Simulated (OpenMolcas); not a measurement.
# Ag⁴⁺ among point charges: CASSCF and CASPT2 levels and susceptibility

How does a field of 3 point charges split the states of Ag⁴⁺, and what χT follows?

Program: OpenMolcas 26.06. Level of theory: state-averaged CASSCF and CASPT2, spin-orbit coupling by RASSI with atomic mean-field integrals. These are calculated values, not measurements, unless marked.

### Step 1. The system

```
Species                           : Ag⁴⁺ (silver, Z = 47, 43 electrons)
Basis                             : ANO-RCC-VDZP [6s5p3d1f], 43 functions
Scalar Hamiltonian                : DKH2, point nucleus
Inactive shells                   : 1s 2s 2p 3s 3p 3d 4s 4p
Active space                      : 7 electrons in 5 orbitals (4d)
Some configurations of this space : 4d7
Orbitals                          : optimised for each spin and parity, averaged over all roots
```

Outer shells as boxes (Hund's rule):

4d7
```
4d [↑↓][↑↓][↑ ][↑ ][↑ ]
```

The ion sits among 3 point charges of -1 e arranged as a planar triangle (D3h), 1.79 Å from the ion.

Each step is its own input file, run in one work folder so that later steps find the files of earlier ones. Labels, J, g values, rates, χT and fits are worked out afterwards by a script from the matrices that RASSI stores.

### Step 2. GATEWAY and SEWARD: basis and integrals

The input, a.inp:

```
&GATEWAY
Coord
1

Ag 0.0 0.0 0.0
Basis=ANO-RCC-VDZP
Group=NoSym
NoMove
AngMom=0.0 0.0 0.0
AMFI
XField
3 Angstrom 0
1.790000 0.000000 0.000000 -1.000000
-0.895000 1.550185 0.000000 -1.000000
-0.895000 -1.550185 0.000000 -1.000000
&SEWARD
```

Started as:

```console
OMP_NUM_THREADS=1 MOLCAS_MEM=1689 MOLCAS_PROJECT=a pymolcas a.inp > a.log
```

### Step 3. Reference wave functions, quartets, 10 roots

The input, a.inp:

```
&RASSCF
FileOrb=start.orb
Symmetry=1
Spin=4
nActEl=7 0 0
Inactive=18
Ras2=5
CIRoot=10 10 1
SDav=10
CIMx=300
Iter=120 100
PrWF=0.3
OrbListing=Nothing
MaxOrb=0
>>> COPY $Project.JobIph JOB001
```

start.orb holds the contracted functions of the basis, ordered by shell, or the orbitals of the step before.

### Step 4. CASSCF: doublets, 40 roots

The input, a.inp:

```
&RASSCF
FileOrb=start.orb
Symmetry=1
Spin=2
nActEl=7 0 0
Inactive=18
Ras2=5
CIRoot=40 40 1
SDav=40
CIMx=300
Iter=120 100
PrWF=0.3
OrbListing=Nothing
MaxOrb=0
>>> COPY $Project.JobIph JOB002
```

### Step 5. RASSI: spin-orbit coupling between the states

The input, a.inp:

```
&RASSI
NrOfJobIphs=2 10 40
1 2 3 4 5 6 7 8 9 10
1 2 3 4 5 6 7 8 9 10 11 12 13 14 15 16 17 18 19 20 21 22 23 24 25 26 27
28 29 30 31 32 33 34 35 36 37 38 39 40
IphNames
JOB001
JOB002
EJob
SpinOrbit
DIPRint=1.0
SOCoupling=1000.0
Subsets=2
Property=9
'ANGMOM' 1 'ANGMOM' 2 'ANGMOM' 3 'MLTPL  1' 1 'MLTPL  1' 2 'MLTPL  1' 3
'AMFI' 1 'AMFI' 2 'AMFI' 3
SOProperty=3
'ANGMOM' 1 'ANGMOM' 2 'ANGMOM' 3
```

### Step 6. CASPT2: IPEA 0.25, imaginary shift 0.1 (closed shells correlated: 4s 4p)

The input, a.inp:

```
>>> COPY JOB001 $Project.JobIph
&CASPT2
Multistate=10 1 2 3 4 5 6 7 8 9 10
NoMult
Frozen=14
IPEA=0.25
Imaginary=0.1
MaxIter=60
WThr=0.0 0.3 0.05
PrWF=0.5
NoMix
>>> COPY JOB002 $Project.JobIph
&CASPT2
Multistate=40 1 2 3 4 5 6 7 8 9 10 11 12 13 14 15 16 17 18 19 20 21 22
23 24 25 26 27 28 29 30 31 32 33 34 35 36 37 38 39 40
NoMult
Frozen=14
IPEA=0.25
Imaginary=0.1
MaxIter=60
WThr=0.0 0.3 0.05
PrWF=0.5
NoMix
```

(Steps that only read results are left out.)

What does the calculation give? Wanted: spin-free ground state; first state of the same spin within the active space; lowest level; next level.

**Answer**, as computed:

| quantity | value |
| --- | --- |
| method | SS-CASPT2, IPEA 0.25, imaginary shift 0.1 (closed shells correlated: 4s 4p) |
| spin-free ground state | 4A2, 1-fold in its orbital part |
| first state of the same spin within the active space | 4E at 1050 cm⁻¹ |
| lowest level | 2-fold E1/2, g = 1.60, 6.56, 6.56 |
| next level | 523.8 cm⁻¹ |
| χT at 300 K | 4.37 cm³ K/mol |
| effective moment at 300 K | 5.91 μB |

Cost by method:

```tsv
method	time of its own steps	time with the reference
A. CASSCF	9 s	9 s
B. SS-CASPT2, IPEA 0.25, imaginary shift 0.1, +4s 4p	3.7 s	13 s
```

Times are of one thread on a shared host.

In words: The spin-free ground state (4A2) comes to 96 % from free-ion F terms and keeps the highest spin of the shell. χT at 300 K is 4.37, against 1.88 cm³ K/mol for the spin alone, so orbital moment adds to it. An active space of the d shell alone favours high spin; real ions in strong fields can be low spin. CASPT2 does not keep the components of a term degenerate, and the means are used. The field of point charges can differ much from that of real complexes. With metal d orbitals alone active, the gaps between spin states are rough; where two lie within a few thousand cm-1, their order is open. This is an electrostatic model: the charges have no orbitals.
